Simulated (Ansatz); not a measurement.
# SrInH3: the cost of one run

Program: Ansatz 0.2.0. Level of theory: DFT PBE, scalar-relativistic, plane waves, PAW. These are calculated values, not measurements.

### 1 Starting point

The structure is tetragonal, space group P4/mmm (No. 123). The conventional cell has a = 4.732 Å, b = 4.732 Å, c = 4.176 Å, α = 90.00°, β = 90.00°, γ = 90.00°. Sr (site symmetry 4/mmm) is surrounded by 12 H at 3.16 to 3.35 Å. Around In (site symmetry 4/mmm) lie 6 H at 2.09 to 2.37 Å. H (site symmetry 4/mmm) has 2 In at 2.09 Å as nearest neighbours. H (site symmetry mmm) has 2 In at 2.37 Å and 4 Sr at 3.16 Å as nearest neighbours.

Structure file:

```cif
data_structure
_symmetry_space_group_name_H-M 'P4/mmm'
_symmetry_Int_Tables_number 123
_cell_length_a 4.7320
_cell_length_b 4.7320
_cell_length_c 4.1765
_cell_angle_alpha 90.000
_cell_angle_beta 90.000
_cell_angle_gamma 90.000
_cell_volume 93.52
loop_
_atom_site_label
_atom_site_type_symbol
_atom_site_symmetry_multiplicity
_atom_site_Wyckoff_symbol
_atom_site_fract_x
_atom_site_fract_y
_atom_site_fract_z
_atom_site_occupancy
Sr1 Sr 1 c 0.50000 0.50000 0.00000 1
In1 In 1 b 0.00000 0.00000 0.50000 1
H1 H 1 a 0.00000 0.00000 0.00000 1
H2 H 2 e 0.00000 0.50000 0.50000 1
```

Recipe of the guess: random cell by space group and Wyckoff sites (P4/mmm, No. 123). The dimensions are guesses.

### 2 The guess as it stands, on a coarse mesh

The input, input.yaml:

```yaml
crystal:
  lattice:
    - [4.73198469, 0.0, 0.0]
    - [0.0, 4.73198469, 0.0]
    - [0.0, 0.0, 4.17646968]
  atoms:
    - { symbol: Sr, position: [0.5, 0.5, 0.0] }
    - { symbol: In, position: [0.0, 0.0, 0.5] }
    - { symbol: H, position: [0.0, 0.0, 0.0] }
    - { symbol: H, position: [0.0, 0.5, 0.5] }
    - { symbol: H, position: [0.5, 0.0, 0.5] }
basis:
  ecutwfc: 420
kpoints:
  mp_grid: { grid: [4, 4, 4] }
hamiltonian:
  xc: pbe
scf:
  occupations: { method: gaussian, width: 0.1 }
  lower_state_search: "off"
output:
  forces: true
  stress: true
  eigenvalues: true
```

The run is started by

```sh
$ ansatz run input.yaml --threads 1 --pin off --max-ram 2560MiB --backend cpu --events-out ev --progress --plain --runs-dir out
```

**Question.** How long does this run take on 1 thread of Arm Neoverse V2, shared host, and how much memory does it need?

About 1.7 s, with a peak of 0.33 GiB.
